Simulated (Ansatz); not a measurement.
Consider a convergence test of the k-point mesh of LaOF, space group P4/nmm (Ansatz 0.2.0 through its Python package).

Script `laof_kconv.py`:
```python
"""Convergence of LaOF with the k-point mesh."""

import warnings

import ansatz
import matplotlib.pyplot as plt

warnings.simplefilter("ignore", ansatz.DeckWarning)

crystal = (
    ansatz.Lattice.from_parameters(4.091, 4.091, 5.852, alpha=90, beta=90, gamma=90)
    .space_group(129, hermann_mauguin="P4/nmm", origin_choice=1)
    .atom("La", [0.0, 0.5, 0.778])
    .atom("O", [0.0, 0.0, 0.5])
    .atom("F", [0.0, 0.0, 0.0])
)

base = crystal.calculation()
base = base.functional("LDA")
base = base.scf(tolerance=1e-10)
base = base.occupations("fixed")

rows = []
for value in [(2, 2, 2), (4, 4, 2), (4, 4, 4), (6, 6, 4), (8, 8, 6)]:
    summary = base.kpoints(*value).run(threads=1, pin="off").report
    rows.append((value, summary["free_energy_ev"] / len(summary["lattice"]["sites"]), summary["n_iterations"], summary["n_kpoints"]))

print("        mesh   F/atom (eV)    iterations      k-points")
for row in rows:
    print(f"{str(row[0]):>12s}  {row[1]:12.5f}  {row[2]:12d}  {row[3]:12d}")

# differences from the last row
for row in rows[:-1]:
    shift = 1000 * (row[1] - rows[-1][1])
    print(f"{row[0]}: {shift:+.2f} meV/atom" + ("  (within 2 meV)" if abs(shift) < 2 else ""))
plt.figure(figsize=(4.5, 3))
plt.plot([str(row[0]) for row in rows], [1000 * (row[1] - rows[-1][1]) for row in rows], "o-")
plt.xlabel("mesh")
plt.ylabel("F - F(last) (meV/atom)")
plt.tight_layout()
plt.savefig("kconv.png", dpi=100)
```

From which mesh on is the energy per atom within 2 meV of the last row, and how does it get there?

From 4×4×2 on it stays within 2 meV an atom of the value at 8×8×6; the first row (2×2×2) is off by 15.1 meV and the last but one by 0.03 meV.

The output:

Running `python laof_kconv.py` prints:
```text
        mesh   F/atom (eV)    iterations      k-points
   (2, 2, 2)   -2476.64774            10             6
   (4, 4, 2)   -2476.66210            10            12
   (4, 4, 4)   -2476.66291            10            18
   (6, 6, 4)   -2476.66285            10            30
   (8, 8, 6)   -2476.66288            10            60
(2, 2, 2): +15.14 meV/atom
(4, 4, 2): +0.78 meV/atom  (within 2 meV)
(4, 4, 4): -0.03 meV/atom  (within 2 meV)
(6, 6, 4): +0.03 meV/atom  (within 2 meV)
```

The starting cell is as deposited in a crystallographic database; the results hold for this polymorph, which needn't be the stable one. Shifts are counted from the finest mesh, which is itself no proven limit. Hardware and time: 29 s on 1 thread of Intel(R) Xeon(R) Processor @ 2.30GHz, with other jobs on the host, peak memory 0.65 GiB.
